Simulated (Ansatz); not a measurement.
**C₂H₈AlN: how energies converge with the basis set**

The task here is to estimate one member of a computed series from the others.

Program: Ansatz 0.2.0, Gaussian basis. Level of theory: one geometry, several basis sets. These are calculated values, not measurements.

Levels to be run: PBE0-D4/def2-SVP; ωB97M-V/def2-SVP; PBE0-D4/def2-QZVPP; ωB97M-V/def2-QZVPP; the functionals' def2-TZVPP values are taken from earlier runs.

## The relaxed structure

An earlier PBE0-D4 in a triple-zeta def2 set relaxation fixed the geometry.

SMILES `CC[NH][AlH2]`, 12 atoms, charge 0, spin multiplicity 1.

Atoms are counted from 1 here; the program's logs count them from 0.

Bond lengths: C1–C2 1.519 Å, C1–H5 1.093 Å, C1–H6 1.093 Å, C1–H7 1.094 Å, C2–N3 1.449 Å, C2–H8 1.099 Å, C2–H9 1.095 Å, N3–Al4 1.768 Å, N3–H10 1.011 Å, Al4–H11 1.584 Å, Al4–H12 1.584 Å. Angles: C2–C1–H5 111.1°, C2–C1–H6 110.7°, C2–C1–H7 110.8°, H5–C1–H6 108.5°, H5–C1–H7 107.8°, H6–C1–H7 107.8°, C1–C2–N3 113.2°, C1–C2–H8 109.2°, C1–C2–H9 109.4°, N3–C2–H8 110.6°, N3–C2–H9 108.2°, H8–C2–H9 106.0°, C2–N3–Al4 128.5°, C2–N3–H10 111.7°, Al4–N3–H10 119.8°, N3–Al4–H11 117.7°, N3–Al4–H12 117.4°, H11–Al4–H12 124.9°.

Coordinates:

```
C    -0.0121    1.7087   -0.1608
C    -0.6384    0.4032    0.2981
N     0.3300   -0.6551    0.5004
Al    0.4691   -2.1981   -0.3514
H    -0.7715    2.4837   -0.2952
H     0.5151    1.5720   -1.1080
H     0.7107    2.0735    0.5749
H    -1.2130    0.5825    1.2172
H    -1.3632    0.0647   -0.4497
H     1.0009   -0.4151    1.2174
H     1.6486   -3.1674    0.0706
H    -0.5995   -2.5080   -1.4795
```

Set-up of the first run:

in.yaml reads:

```yaml
crystal:
  periodic: [false, false, false]
  atoms:
    - {symbol: C, position_ang: [-0.012109, 1.708684, -0.160785]}
    - {symbol: C, position_ang: [-0.638360, 0.403250, 0.298086]}
    - {symbol: N, position_ang: [0.330026, -0.655095, 0.500403]}
    - {symbol: Al, position_ang: [0.469141, -2.198089, -0.351412]}
    - {symbol: H, position_ang: [-0.771530, 2.483749, -0.295236]}
    - {symbol: H, position_ang: [0.515070, 1.572000, -1.108003]}
    - {symbol: H, position_ang: [0.710740, 2.073480, 0.574854]}
    - {symbol: H, position_ang: [-1.212961, 0.582477, 1.217170]}
    - {symbol: H, position_ang: [-1.363165, 0.064726, -0.449662]}
    - {symbol: H, position_ang: [1.000880, -0.415067, 1.217355]}
    - {symbol: H, position_ang: [1.648630, -3.167432, 0.070624]}
    - {symbol: H, position_ang: [-0.599462, -2.507983, -1.479493]}
basis:
  gaussian: {orbitals: def2-SVP}
hamiltonian: {xc: pbe0, dispersion: d4}
output: {orbitals: {seedname: orbitals}}
```

Launch:

```bash
> ansatz run in.yaml --threads 2 --pin off --events-out ev --progress --plain --max-ram 4352MiB
```

Among the steps run: PBE0-D4 in def2-SVP; ωB97M-V in def2-SVP; PBE0-D4 in def2-QZVPP; ωB97M-V in def2-QZVPP.

One table of the session follows, with a row left open; its other results are not shown here.

It belongs to the step «Functionals by basis». 

| functional | basis | HOMO (eV) |
| --- | --- | --- |
| PBE0-D4 | def2-SVP | -6.83 |
| PBE0-D4 | def2-TZVPP | ? |
| PBE0-D4 | def2-QZVPP | -6.91 |
| ωB97M-V | def2-SVP | -9.13 |
| ωB97M-V | def2-TZVPP | -9.23 |
| ωB97M-V | def2-QZVPP | -9.24 |

**Question.** Estimate the row for PBE0-D4, def2-TZVPP.

As computed: HOMO (eV): -6.90. In the column «HOMO (eV)» it lies between PBE0-D4, def2-QZVPP (-6.91) and PBE0-D4, def2-SVP (-6.83).
